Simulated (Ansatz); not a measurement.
# RbMnSe2: magnetism under pressure and tension, part 2 of 3

Aim: scale the cell of RbMnSe2 and follow its moments, with and without spin polarisation. Methods of the runs shown: LAPW. Companion runs by PAW are cited. Its runs: free moments (LAPW); volume scaled by 0.8 (LAPW); volume scaled by 0.9 (LAPW); volume scaled by 0.9, no spin polarisation (LAPW); volume scaled by 0.95 (LAPW).

Ansatz 0.2.0; DFT PBEsol; a Materials Project cell. Earlier steps stand in the parts before.

**3. Volume scaled by 0.8, LAPW**

input.yaml

```yaml
crystal:
  lattice:
    - [-1.8768626493, 1.8768626493, 6.5604922096]
    - [1.8768626493, -1.8768626493, 6.5604922096]
    - [1.8768626493, 1.8768626493, -6.5604922096]
  atoms:
    - { symbol: Rb, position: [0.0, 0.0, 0.0] }
    - { symbol: Mn, position: [0.25, 0.75, 0.5], spin: 4.0 }
    - { symbol: Se, position: [0.652579, 0.652579, 0.0] }
    - { symbol: Se, position: [0.347421, 0.347421, 0.0] }
magnetization:
  spin_polarized: true
kpoints:
  mp_grid: { grid: [10, 10, 10] }
scf:
  occupations: { method: fermi_dirac, width: 0.05 }
hamiltonian:
  xc: pbesol
  pseudopotentials: { kind: all_electron, lapw: { basis_error: 0.001 } }
output:
  forces: true
  stress: true
  eigenvalues: false
  populations: true
```

Started as:

```console
ansatz run input.yaml --threads 2 --pin off --max-ram 6144MiB --backend cpu --events-out ev --progress --plain --runs-dir out
```

Log:

```text
settings of this run that can trade accuracy for cost: output.eigenvalues: false. Do not mix this run's numbers with those of runs without the same settings; the input reference describes each key
Rb: projections on atomic orbitals take those of the free atom 1s2 2s2 2p6 3s2 3p6 3d10 4s2 4p6 5s1, of charge +0.00 (hamiltonian.pseudopotentials.projection_atoms)
Mn: projections on atomic orbitals take those of the free atom 1s2 2s2 2p6 3s2 3p6 3d5 4s2, of charge +0.00 (hamiltonian.pseudopotentials.projection_atoms)
Se: projections on atomic orbitals take those of the free atom 1s2 2s2 2p6 3s2 3p6 3d10 4s2 4p4, of charge +0.00 (hamiltonian.pseudopotentials.projection_atoms)
LAPW: plane waves up to 9.848 Å⁻¹, error target 1.0e-3 eV per atom; small_component_spin mean_spin; Mn in spheres of 1.139 Å, 15 of its electrons in bands, Dirac shells []; Se in spheres of 1.132 Å, 24 of its electrons in bands, Dirac shells []; Rb in spheres of 1.139 Å, 27 of its electrons in bands, Dirac shells []
Engine: ansatz 0.2.0
Pseudopotentials: kind: all_electron
Pseudopotential: Rb, LAPW, valence charge 27, Koelling and Harmon's equation, gaussian nucleus
Pseudopotential: Mn, LAPW, valence charge 15, Koelling and Harmon's equation, gaussian nucleus
Pseudopotential: Se, LAPW, valence charge 24, Koelling and Harmon's equation, gaussian nucleus
Functional definition: PBEsol
  exchange = pbesol_x
  correlation = pbesol_c
Crystal: 4 atoms, lattice volume = 92.440 Å³
Basis set: ecut = 369.4841529697027 eV, 1477 PW (Γ), FFT grids on a1+a3, a2+a3, a3, exchange–correlation at level 2
Bands: 57, of which v1, the nominal top of the filled ones, is band 45 counted from 1 (44 counted from 0)
Symmetry: 8 space group operations
Space group: I-4m2 (ITA 119), of the structure as read, at distance tolerance 4.5e-5 Å
Magnetic group: BNS 119.315 (UNI 975), of the structure as read, at distance tolerance 4.5e-5 Å
k-points: 102 of 1000 (time reversal used)
Non-local potential: Rb, projectors of the file, none
Non-local potential: Mn, projectors of the file, none
Non-local potential: Se, projectors of the file, none
Initial density: superposition of atomic densities (chi_scale 0.1, normalization cell, long waves kept (reshape's long-wave potential 0.13 eV rms))
Starting moments: Σ|m| = 4 μB on 1 of 4 sites
Initial wavefunctions: plane waves of lowest kinetic energy (no species holds an atomic orbital)
Functional: x = pbesol(κ = 0.804, μ = 0.12345679012345678), c = pbesol(β = 0.046)
iter 1 solved again at ethr=9.82e-4 eV; its pass at ethr=1.00e-1 eV (dr2=8.83e-1 eV) is discarded
SCF iter   1: F=—  HF=-244734.261005 eV  |F-HF|=—  |Δ(HF+E_count)|=         —  Δρ=1.62e-2 (↑1.00e-2 ↓1.62e-2)  dr2=8.87e-1  dr2_m=5.41e-2  M=3.765 μB ∫|m|=3.806 μB  β_m=0.30  ethr=9.82e-4  ⟨swp⟩=2.0  Hψ=72165  notcnv=0
Mixer restart at iter 1: flushing history
preconditioner: auto → Kerker (q_TF=auto, 2.716 Å⁻¹)  [metal: Δε(μ)=0.008 eV  Ē_g=11.924 eV  σ=0.050 eV  W_gap=0.04  n_scr=32 (ndim 8)  ℏωp=19.7 eV  f_vac=0.036  D(μ)=2.89/eV (n_scr^D=24)]
spin=Collinear: Kerker preconditioning applied to the charge; magnetization (m = ρ↑ − ρ↓) channel mixes plain (no charge-response kernel on spin).
SCF iter   2: F=—  HF=-244734.209144 eV  |F-HF|=—  |Δ(HF+E_count)|=   5.19e-2  Δρ=1.27e-2 (↑8.54e-3 ↓1.27e-2)  dr2=6.38e-1  dr2_m=3.30e-2  M=3.750 μB ∫|m|=3.799 μB  β_m=0.65  ethr=9.82e-4  ⟨swp⟩=2.0  Hψ=34244  notcnv=0  defer=1
SCF iter   3: F=—  HF=-244734.092039 eV  |F-HF|=—  |Δ(HF+E_count)|=   1.17e-1  Δρ=5.58e-3 (↑3.59e-3 ↓5.58e-3)  dr2=2.68e-1  dr2_m=1.24e-3  M=3.619 μB ∫|m|=3.693 μB  β_m=0.52  ethr=7.09e-4  ⟨swp⟩=2.8  Hψ=34612  notcnv=0
SCF iter   4: F=—  HF=-244734.041350 eV  |F-HF|=—  |Δ(HF+E_count)|=   5.07e-2  Δρ=2.34e-3 (↑2.34e-3 ↓2.07e-3)  dr2=5.90e-2  dr2_m=8.79e-4  M=3.699 μB ∫|m|=3.777 μB  β_m=0.76  ethr=2.98e-4  ⟨swp⟩=2.3  Hψ=34029  notcnv=0
SCF iter   5: F=—  HF=-244734.038325 eV  |F-HF|=—  |Δ(HF+E_count)|=         —  Δρ=1.42e-3 (↑1.34e-3 ↓1.42e-3)  dr2=3.49e-2  dr2_m=6.99e-6  M=3.728 μB ∫|m|=3.804 μB  β_m=0.84  ethr=6.56e-5  ⟨swp⟩=2.0  Hψ=32175  notcnv=0
the basis was enlarged: its passes take 577.7 KiB over the memory plan, 2 of 2 planned eigensolver slots
SCF iter   6: F=—  HF=-244734.031161 eV  |F-HF|=—  |Δ(HF+E_count)|=   7.16e-3  Δρ=5.66e-4 (↑4.64e-4 ↓5.66e-4)  dr2=4.38e-3  dr2_m=3.15e-5  M=3.745 μB ∫|m|=3.824 μB  β_m=0.70  ethr=3.88e-5  ⟨swp⟩=2.0  Hψ=34032  notcnv=0
SCF iter   7: F=—  HF=-244734.028272 eV  |F-HF|=—  |Δ(HF+E_count)|=   2.89e-3  Δρ=3.15e-4 (↑3.03e-4 ↓3.15e-4)  dr2=1.21e-3  dr2_m=1.15e-6  M=3.754 μB ∫|m|=3.834 μB  β_m=0.85  ethr=4.86e-6  ⟨swp⟩=2.0  Hψ=31959  notcnv=0
SCF iter   8: F=—  HF=-244734.028118 eV  |F-HF|=—  |Δ(HF+E_count)|=   1.54e-4  Δρ=1.27e-4 (↑1.23e-4 ↓1.27e-4)  dr2=1.75e-4  dr2_m=2.12e-8  M=3.757 μB ∫|m|=3.837 μB  β_m=0.76  ethr=1.35e-6  ⟨swp⟩=2.0  Hψ=31955  notcnv=0
SCF iter   9: F=—  HF=-244734.028049 eV  |F-HF|=—  |Δ(HF+E_count)|=   6.95e-5  Δρ=7.85e-5 (↑6.65e-5 ↓7.85e-5)  dr2=4.39e-5  dr2_m=1.45e-7  M=3.758 μB ∫|m|=3.838 μB  β_m=0.88  ethr=1.95e-7  ⟨swp⟩=2.0  Hψ=31953  notcnv=0
SCF iter  10: F=—  HF=-244734.028052 eV  |F-HF|=—  |Δ(HF+E_count)|=   3.48e-6  Δρ=3.81e-5 (↑3.28e-5 ↓3.81e-5)  dr2=9.14e-6  dr2_m=2.68e-8  M=3.759 μB ∫|m|=3.838 μB  β_m=0.94  ethr=4.88e-8  ⟨swp⟩=2.5  Hψ=32103  notcnv=0
iter 11 solved again at ethr=7.68e-10 eV; its pass at ethr=1.02e-8 eV (dr2=6.91e-7 eV) is discarded
SCF iter  11: F=—  HF=-244734.028054 eV  |F-HF|=—  |Δ(HF+E_count)|=   2.23e-6  Δρ=1.00e-5 (↑9.09e-6 ↓1.00e-5)  dr2=6.90e-7  dr2_m=1.86e-9  M=3.759 μB ∫|m|=3.839 μB  β_m=0.97  ethr=7.68e-10  ⟨swp⟩=2.0  Hψ=56258  notcnv=0
SCF iter  12: F=—  HF=-244734.028054 eV  |F-HF|=—  |Δ(HF+E_count)|=   3.26e-9  Δρ=4.23e-6 (↑4.23e-6 ↓4.05e-6)  dr2=1.40e-7  dr2_m=8.48e-10  M=3.759 μB ∫|m|=3.839 μB  β_m=0.99  ethr=7.66e-10  ⟨swp⟩=2.7  Hψ=32297  notcnv=0
SCF iter  13: F=—  HF=-244734.028054 eV  |F-HF|=—  |Δ(HF+E_count)|=   3.09e-9  Δρ=1.58e-6 (↑1.46e-6 ↓1.58e-6)  dr2=1.54e-8  dr2_m=4.00e-11  M=3.759 μB ∫|m|=3.839 μB  β_m=0.94  ethr=1.56e-10  ⟨swp⟩=2.8  Hψ=32274  notcnv=0
SCF iter  14: F=-244734.028054 eV  HF=-244734.028054 eV  |F-HF|=2.96e-8  |Δ(HF+E_count)|=   8.64e-9  Δρ=1.76e-6 (↑1.01e-6 ↓1.76e-6)  dr2=1.73e-8  dr2_m=2.06e-10  M=3.759 μB ∫|m|=3.839 μB  ethr=1.71e-11  ⟨swp⟩=2.9  Hψ=32481  notcnv=0
SCF 1 converged in 14 iterations: F = -244734.028054 eV  dr2 = 1.73e-8
SCF converged after 14 iterations
Magnetization: 3.7591 μB (46.8796 up, 43.1204 down)
Absolute magnetization: 3.8388 μB (∫|ρ↑−ρ↓|)
Spin contamination: 0.1145 ħ² per cell (⟨S²⟩ above its minimum at these occupations)
Per-site moments (μB) at R_I (Å): [(0.011978420145339896, 1.1385948749928176), (3.181698074398904, 1.1385948749928176), (0.02465120260659326, 1.132211238133367), (0.02465120260659326, 1.132211238133367)]
Free energy (F): -244734.028054 eV
Harris-Foulkes:  -244734.028054 eV  (|F-HF|=2.96e-8)
Internal energy: -244734.006946 eV  (E = F + TS)
E sigma→0 (E₀):  -244734.017500 eV
Entropy (-TS):   -0.021108 eV (-5.277 meV/atom)
Fermi energy:    10.224141 eV
--- Per-component energies (eV) ---
  E_band       = -6177.961609
  E_kinetic    = 250535.389569
  E_xc         = -8791.347777
  E_electrostatic = -486478.048739  (all electrons and nuclei)
  E_smearing   = -0.021108  (= −TS)
  E_closure    = 0.000000  (closes the sum)
  E_atoms      = -244713.169189  (free atoms, spherical and without spin; not in F)
  Σ components = -244734.028054   (vs F -244734.028054, Δ=0.00e0)
  Basis errors (estimates in eV, not in F): energy 4.7e-4 per atom: plane waves 4.2e-4 (2.4e-4 summed), levels above the bands 1.0e-73, relativity 3.5e-8, radial functions 4.4e-5, core shells 2.5e-7; eigenvalues (radial functions only) 5.5e-6; not estimated: angular momenta, meshes, grids; target (lapw.basis_error) 1.0e-3; muffin-tin radii Mn 1.139 Å, Se 1.132 Å, Rb 1.139 Å
--- Forces (eV/Å), atoms counted from 1 ---
  atom   1  Rb     0.00000000     0.00000000     0.00000000
  atom   2  Mn     0.00000000     0.00000000     0.00000000
  atom   3  Se    -0.00000000     0.00000000    -0.89072390
  atom   4  Se     0.00000000     0.00000000     0.89072390
  max |Σ_I F_I| component: 4.34e-19 eV/Å
--- Stress (GPa, compression-positive) ---
        8.606397       0.000000      -0.000000
        0.000000       8.606397       0.000000
       -0.000000       0.000000       8.259386
  P = ⅓ Tr σ = 8.4907 GPa (84.907 kbar)
--- Löwdin populations: 4 sites ---
  site symbol       q [e]    m [muB]
     0     Rb     36.2843     0.0156
     1     Mn     24.1880     3.4248
     2     Se     34.6240     0.1032
     3     Se     34.6240     0.1032
  spilling = 0.002151 (of n_electrons = 130.000000)
settings of this run that can trade accuracy for cost: output.eigenvalues: false. Do not mix this run's numbers with those of runs without the same settings; the input reference describes each key
```

Wall time 5.4 min (2 threads of Intel Xeon Platinum 8259CL at 2.50GHz (Skylake/Cascade Lake), shared host); peak memory 1.9 GiB.

Read from it: total moment 3.76 μB; site moments Rb1 0.01, Mn2 3.18, Se3 0.02, Se4 0.02 μB; pressure 8.49 GPa.

**4. Volume scaled by 0.9, LAPW**

input.yaml: that of step 3 with these lines changed.

```diff
@@ -2,5 +2,5 @@
   lattice:
-    - [-1.8768626493, 1.8768626493, 6.5604922096]
-    - [1.8768626493, -1.8768626493, 6.5604922096]
-    - [1.8768626493, 1.8768626493, -6.5604922096]
+    - [-1.9520158174, 1.9520158174, 6.8231868582]
+    - [1.9520158174, -1.9520158174, 6.8231868582]
+    - [1.9520158174, 1.9520158174, -6.8231868582]
   atoms:
```

Started as:

```console
ansatz run input.yaml --threads 2 --pin off --max-ram 6144MiB --backend cpu --events-out ev --progress --plain --runs-dir out
```

Log:

```text
settings of this run that can trade accuracy for cost: output.eigenvalues: false. Do not mix this run's numbers with those of runs without the same settings; the input reference describes each key
Rb: projections on atomic orbitals take those of the free atom 1s2 2s2 2p6 3s2 3p6 3d10 4s2 4p6 5s1, of charge +0.00 (hamiltonian.pseudopotentials.projection_atoms)
Mn: projections on atomic orbitals take those of the free atom 1s2 2s2 2p6 3s2 3p6 3d5 4s2, of charge +0.00 (hamiltonian.pseudopotentials.projection_atoms)
Se: projections on atomic orbitals take those of the free atom 1s2 2s2 2p6 3s2 3p6 3d10 4s2 4p4, of charge +0.00 (hamiltonian.pseudopotentials.projection_atoms)
LAPW: plane waves up to 9.385 Å⁻¹, error target 1.0e-3 eV per atom; small_component_spin mean_spin; Mn in spheres of 1.188 Å, 15 of its electrons in bands, Dirac shells []; Se in spheres of 1.174 Å, 24 of its electrons in bands, Dirac shells []; Rb in spheres of 1.188 Å, 27 of its electrons in bands, Dirac shells []
Engine: ansatz 0.2.0
Pseudopotentials: kind: all_electron
Pseudopotential: Rb, LAPW, valence charge 27, Koelling and Harmon's equation, gaussian nucleus
Pseudopotential: Mn, LAPW, valence charge 15, Koelling and Harmon's equation, gaussian nucleus
Pseudopotential: Se, LAPW, valence charge 24, Koelling and Harmon's equation, gaussian nucleus
Functional definition: PBEsol
  exchange = pbesol_x
  correlation = pbesol_c
Crystal: 4 atoms, lattice volume = 103.995 Å³
Basis set: ecut = 335.6092332922955 eV, 1413 PW (Γ), FFT grids on a1+a3, a2+a3, a3, exchange–correlation at level 2
Bands: 57, of which v1, the nominal top of the filled ones, is band 45 counted from 1 (44 counted from 0)
Symmetry: 8 space group operations
Space group: I-4m2 (ITA 119), of the structure as read, at distance tolerance 4.7e-5 Å
Magnetic group: BNS 119.315 (UNI 975), of the structure as read, at distance tolerance 4.7e-5 Å
k-points: 102 of 1000 (time reversal used)
Non-local potential: Rb, projectors of the file, none
Non-local potential: Mn, projectors of the file, none
Non-local potential: Se, projectors of the file, none
Initial density: superposition of atomic densities (chi_scale 0.1, normalization cell, long waves kept (reshape's long-wave potential 0.17 eV rms))
Starting moments: Σ|m| = 4 μB on 1 of 4 sites
Initial wavefunctions: plane waves of lowest kinetic energy (no species holds an atomic orbital)
Functional: x = pbesol(κ = 0.804, μ = 0.12345679012345678), c = pbesol(β = 0.046)
iter 1 solved again at ethr=8.59e-4 eV; its pass at ethr=1.00e-1 eV (dr2=7.73e-1 eV) is discarded
SCF iter   1: F=—  HF=-244734.584140 eV  |F-HF|=—  |Δ(HF+E_count)|=         —  Δρ=1.18e-2 (↑7.82e-3 ↓1.18e-2)  dr2=7.76e-1  dr2_m=8.61e-3  M=4.000 μB ∫|m|=4.073 μB  β_m=0.30  ethr=8.59e-4  ⟨swp⟩=2.1  Hψ=71563  notcnv=0
Mixer restart at iter 1: flushing history
preconditioner: auto → Kerker (q_TF=auto, 2.663 Å⁻¹)  [metal: Δε(μ)=0.023 eV  Ē_g=11.472 eV  σ=0.050 eV  W_gap=0.11  n_scr=32 (ndim 8)  ℏωp=18.6 eV  f_vac=0.086  D(μ)=1.87/eV (n_scr^D=10)]
spin=Collinear: Kerker preconditioning applied to the charge; magnetization (m = ρ↑ − ρ↓) channel mixes plain (no charge-response kernel on spin).
SCF iter   2: F=—  HF=-244734.535898 eV  |F-HF|=—  |Δ(HF+E_count)|=   4.82e-2  Δρ=9.58e-3 (↑6.61e-3 ↓9.58e-3)  dr2=5.73e-1  dr2_m=5.28e-3  M=4.000 μB ∫|m|=4.082 μB  β_m=0.65  ethr=8.59e-4  ⟨swp⟩=2.0  Hψ=34079  notcnv=0  defer=2
SCF iter   3: F=—  HF=-244734.429147 eV  |F-HF|=—  |Δ(HF+E_count)|=   1.07e-1  Δρ=3.04e-3 (↑3.04e-3 ↓3.03e-3)  dr2=1.58e-1  dr2_m=5.89e-5  M=4.000 μB ∫|m|=4.108 μB  β_m=0.55  ethr=6.37e-4  ⟨swp⟩=2.8  Hψ=34556  notcnv=0
SCF iter   4: F=—  HF=-244734.404671 eV  |F-HF|=—  |Δ(HF+E_count)|=   2.45e-2  Δρ=1.81e-3 (↑1.75e-3 ↓1.81e-3)  dr2=5.93e-2  dr2_m=3.09e-5  M=4.000 μB ∫|m|=4.123 μB  β_m=0.74  ethr=1.76e-4  ⟨swp⟩=2.0  Hψ=34151  notcnv=0
SCF iter   5: F=—  HF=-244734.394829 eV  |F-HF|=—  |Δ(HF+E_count)|=         —  Δρ=8.42e-4 (↑8.20e-4 ↓8.42e-4)  dr2=1.48e-2  dr2_m=1.96e-5  M=4.000 μB ∫|m|=4.130 μB  β_m=0.74  ethr=6.58e-5  ⟨swp⟩=2.0  Hψ=33893  notcnv=0
the basis was enlarged: its passes take 456.2 KiB over the memory plan, 2 of 2 planned eigensolver slots
SCF iter   6: F=—  HF=-244734.392002 eV  |F-HF|=—  |Δ(HF+E_count)|=   2.83e-3  Δρ=5.46e-4 (↑5.00e-4 ↓5.46e-4)  dr2=4.95e-3  dr2_m=5.72e-6  M=4.000 μB ∫|m|=4.132 μB  β_m=0.76  ethr=1.64e-5  ⟨swp⟩=2.0  Hψ=31953  notcnv=0
SCF iter   7: F=—  HF=-244734.390872 eV  |F-HF|=—  |Δ(HF+E_count)|=   1.13e-3  Δρ=2.47e-4 (↑2.37e-4 ↓2.47e-4)  dr2=1.16e-3  dr2_m=5.16e-7  M=4.000 μB ∫|m|=4.133 μB  β_m=0.86  ethr=5.50e-6  ⟨swp⟩=2.0  Hψ=31976  notcnv=0
SCF iter   8: F=—  HF=-244734.390683 eV  |F-HF|=—  |Δ(HF+E_count)|=   1.89e-4  Δρ=1.23e-4 (↑1.18e-4 ↓1.23e-4)  dr2=2.00e-4  dr2_m=1.15e-7  M=4.000 μB ∫|m|=4.134 μB  β_m=0.79  ethr=1.29e-6  ⟨swp⟩=2.0  Hψ=31918  notcnv=0
SCF iter   9: F=—  HF=-244734.390643 eV  |F-HF|=—  |Δ(HF+E_count)|=   4.00e-5  Δρ=9.01e-5 (↑7.97e-5 ↓9.01e-5)  dr2=7.26e-5  dr2_m=1.31e-7  M=4.000 μB ∫|m|=4.134 μB  β_m=0.87  ethr=2.22e-7  ⟨swp⟩=2.0  Hψ=31888  notcnv=0
iter 10 solved again at ethr=7.04e-9 eV; its pass at ethr=8.07e-8 eV (dr2=6.34e-6 eV) is discarded
SCF iter  10: F=—  HF=-244734.390657 eV  |F-HF|=—  |Δ(HF+E_count)|=   1.44e-5  Δρ=2.60e-5 (↑2.56e-5 ↓2.60e-5)  dr2=6.32e-6  dr2_m=4.49e-9  M=4.000 μB ∫|m|=4.134 μB  β_m=0.92  ethr=7.04e-9  ⟨swp⟩=2.0  Hψ=56086  notcnv=0
SCF iter  11: F=—  HF=-244734.390660 eV  |F-HF|=—  |Δ(HF+E_count)|=   2.43e-6  Δρ=1.12e-5 (↑1.12e-5 ↓1.12e-5)  dr2=1.33e-6  dr2_m=3.27e-9  M=4.000 μB ∫|m|=4.134 μB  β_m=0.96  ethr=7.02e-9  ⟨swp⟩=3.0  Hψ=32983  notcnv=0
SCF iter  12: F=—  HF=-244734.390660 eV  |F-HF|=—  |Δ(HF+E_count)|=   3.06e-7  Δρ=9.01e-6 (↑9.01e-6 ↓7.00e-6)  dr2=4.90e-7  dr2_m=2.41e-9  M=4.000 μB ∫|m|=4.134 μB  β_m=0.68  ethr=1.47e-9  ⟨swp⟩=3.0  Hψ=33288  notcnv=0
SCF iter  13: F=—  HF=-244734.390660 eV  |F-HF|=—  |Δ(HF+E_count)|=   2.00e-7  Δρ=3.80e-6 (↑3.80e-6 ↓3.76e-6)  dr2=1.43e-7  dr2_m=8.15e-11  M=4.000 μB ∫|m|=4.134 μB  β_m=0.82  ethr=5.44e-10  ⟨swp⟩=2.6  Hψ=32609  notcnv=0
SCF iter  14: F=-244734.390660 eV  HF=-244734.390660 eV  |F-HF|=8.85e-9  |Δ(HF+E_count)|=   9.26e-9  Δρ=1.52e-6 (↑1.52e-6 ↓1.48e-6)  dr2=2.40e-8  dr2_m=2.09e-11  M=4.000 μB ∫|m|=4.134 μB  ethr=1.59e-10  ⟨swp⟩=2.6  Hψ=32020  notcnv=0
SCF 1 converged in 14 iterations: F = -244734.390660 eV  dr2 = 2.40e-8
SCF converged after 14 iterations
Magnetization: 3.9999 μB (46.9999 up, 43.0001 down)
Absolute magnetization: 4.1341 μB (∫|ρ↑−ρ↓|)
Spin contamination: 0.1677 ħ² per cell (⟨S²⟩ above its minimum at these occupations)
Per-site moments (μB) at R_I (Å): [(0.008840969961944722, 1.1880711839804412), (3.567543107115849, 1.1880711839804412), (-0.011379627975404816, 1.173662346576532), (-0.011379627975404816, 1.173662346576532)]
Free energy (F): -244734.390660 eV
Harris-Foulkes:  -244734.390660 eV  (|F-HF|=8.85e-9)
Internal energy: -244734.376638 eV  (E = F + TS)
E sigma→0 (E₀):  -244734.383649 eV
Entropy (-TS):   -0.014022 eV (-3.505 meV/atom)
Fermi energy:    8.429894 eV
--- Per-component energies (eV) ---
  E_band       = -6315.729188
  E_kinetic    = 250524.887230
  E_xc         = -8788.758418
  E_electrostatic = -486470.505450  (all electrons and nuclei)
  E_smearing   = -0.014022  (= −TS)
  E_closure    = 0.000000  (closes the sum)
  E_atoms      = -244713.169189  (free atoms, spherical and without spin; not in F)
  Σ components = -244734.390660   (vs F -244734.390660, Δ=0.00e0)
  Basis errors (estimates in eV, not in F): energy 4.6e-4 per atom: plane waves 4.2e-4 (2.4e-4 summed), levels above the bands 3.9e-72, relativity 3.7e-8, radial functions 4.2e-5, core shells 7.2e-8; eigenvalues (radial functions only) 1.3e-5; not estimated: angular momenta, meshes, grids; target (lapw.basis_error) 1.0e-3; muffin-tin radii Mn 1.188 Å, Se 1.174 Å, Rb 1.188 Å
--- Forces (eV/Å), atoms counted from 1 ---
  atom   1  Rb    -0.00000000    -0.00000000    -0.00000000
  atom   2  Mn     0.00000000     0.00000000     0.00000000
  atom   3  Se     0.00000000    -0.00000000    -0.29108394
  atom   4  Se    -0.00000000     0.00000000     0.29108394
  max |Σ_I F_I| component: 2.42e-17 eV/Å
--- Stress (GPa, compression-positive) ---
        1.810703       0.000000       0.000000
        0.000000       1.810703      -0.000000
        0.000000      -0.000000       1.726807
  P = ⅓ Tr σ = 1.7827 GPa (17.827 kbar)
--- Löwdin populations: 4 sites ---
  site symbol       q [e]    m [muB]
     0     Rb     36.2879     0.0214
     1     Mn     24.0864     3.7969
     2     Se     34.6910     0.0407
     3     Se     34.6910     0.0407
  spilling = 0.001874 (of n_electrons = 130.000000)
settings of this run that can trade accuracy for cost: output.eigenvalues: false. Do not mix this run's numbers with those of runs without the same settings; the input reference describes each key
```

Run time: 5.4 min. Hardware: 2 threads of Intel Xeon Platinum 8259CL at 2.50GHz (Skylake/Cascade Lake), shared host; peak memory 1.8 GiB.

In short: total moment 4.00 μB; site moments Rb1 0.01, Mn2 3.57, Se3 -0.01, Se4 -0.01 μB; pressure 1.78 GPa.

(Part 2 of 3 ends here.)
